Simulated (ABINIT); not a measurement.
Ge2N:

```
CELL_PARAMETERS angstrom
-2.10857 2.10857 2.70170
2.10857 -2.10857 2.70170
2.10857 2.10857 -2.70170
ATOMIC_POSITIONS crystal
Ge 0.00000 0.50000 0.50000
Ge 0.50000 0.00000 0.50000
N 0.50000 0.50000 0.00000
```

The cell was built by a generator and needn't be a form met in nature.

| Quantity | Value |
| --- | --- |
| Program | ABINIT 10.8.3 (patched build) |
| Task | single point |
| Functional | PBE |
| Potentials or basis | JTH PAW PBE v2.0 |
| Cutoff | 707 eV |
| k mesh | 9 × 9 × 9 |
| Occupations | fermi-dirac, width 0.05 eV |
| Spin | no spin polarisation |

On this cell: pressure 0.2 GPa; largest force under 0.003 eV/Å; band gap on the k mesh none (metal or under the smearing width).

The same run follows on a disturbed copy (atoms moved at random, drawn with an rms of 0.05 Å):

```
Ge N
1.0
    -2.10857    2.10857    2.70170
     2.10857   -2.10857    2.70170
     2.10857    2.10857   -2.70170
Ge N
2 1
Direct
  0.00395 0.48574 0.49105
  0.49779 0.99787 0.49410
  0.50451 0.49975 0.99997
```

**Question.** What does the disturbed cell give?

**Answer.** The energy (extrapolated to zero smearing) moves by -0.1 meV/atom; pressure 0.2 GPa; largest force 0.094 eV/Å; band gap on the k mesh none (metal or under the smearing width).

Forces on the atoms (eV/Å):
```
Ge  -0.031 -0.054  0.031
Ge  -0.044 -0.002 -0.022
N    0.074  0.057 -0.009
```

Stress tensor (GPa, compression positive):
```
 0.17  0.01 -0.01
 0.01  0.13  0.00
-0.01  0.00  0.32
```
